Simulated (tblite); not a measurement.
# C4H13N3OSi: the cost of one run

Computed with tblite 0.8.0 and PySCF 2.14.0, with density-fitted response routines of our own, on a single molecule in the gas phase. Atoms count from 0, in the outputs and in this text.

## (1) The starting structure

22 atoms, charge 0, multiplicity 1; geometry from: force field or distance geometry start.

Bonds of the start (Å): C0–N1 1.28, N1–Si2 1.70, Si2–O3 1.64, Si2–N4 1.67, N4–C5 1.45, Si2–N6 1.67, N6–C7 1.46, N6–C8 1.47, C0–H9 1.10, C0–H10 1.10, O3–H11 0.97, N4–H12 1.02, C5–H13 1.09, C5–H14 1.09, C5–H15 1.11, C7–H16 1.09, C7–H17 1.10, C7–H18 1.10, C8–H19 1.10, C8–H20 1.09, C8–H21 1.10.

## (2) Geometry optimisation with GFN2-xTB

The job: settings as JSON, then the geometry in Å.

```
{"job": {"kind": "relax", "xc": "GFN2-xTB", "basis": "xTB"}, "charge": 0, "multiplicity": 1}
C     -0.623600     2.780600     0.165800
N     -0.640300     1.659100     0.773800
Si    -0.449800     0.266000    -0.177000
O     -1.374800     0.345300    -1.530700
N     -0.954800    -1.038500     0.734000
C     -2.309100    -1.236800     1.223100
N      1.158400     0.031200    -0.575400
C      1.577700    -1.032500    -1.488000
C      2.231700     0.214400     0.417500
H     -0.526300     2.916900    -0.922200
H     -0.748400     3.709900     0.749200
H     -1.654500    -0.540700    -1.822500
H     -0.334700    -1.029500     1.537700
H     -2.350700    -2.182900     1.772300
H     -3.034200    -1.287400     0.410000
H     -2.611500    -0.435500     1.922600
H      2.580000    -0.852500    -1.882900
H      1.564400    -2.024200    -1.002800
H      0.915600    -1.089200    -2.364600
H      2.285800    -0.622200     1.124100
H      3.201600     0.328500    -0.064700
H      2.087100     1.139300     1.000000
```

Run with:

```bash
$ OMP_NUM_THREADS=1 python probes_run.py task.json out
```

The driver reads the jobs from task.json and runs them one after another.

Q: Estimate the wall time and peak memory of this first job on 1 thread of Arm Neoverse N1, shared host.

About 2.2 s, with a peak of 0.18 GiB.
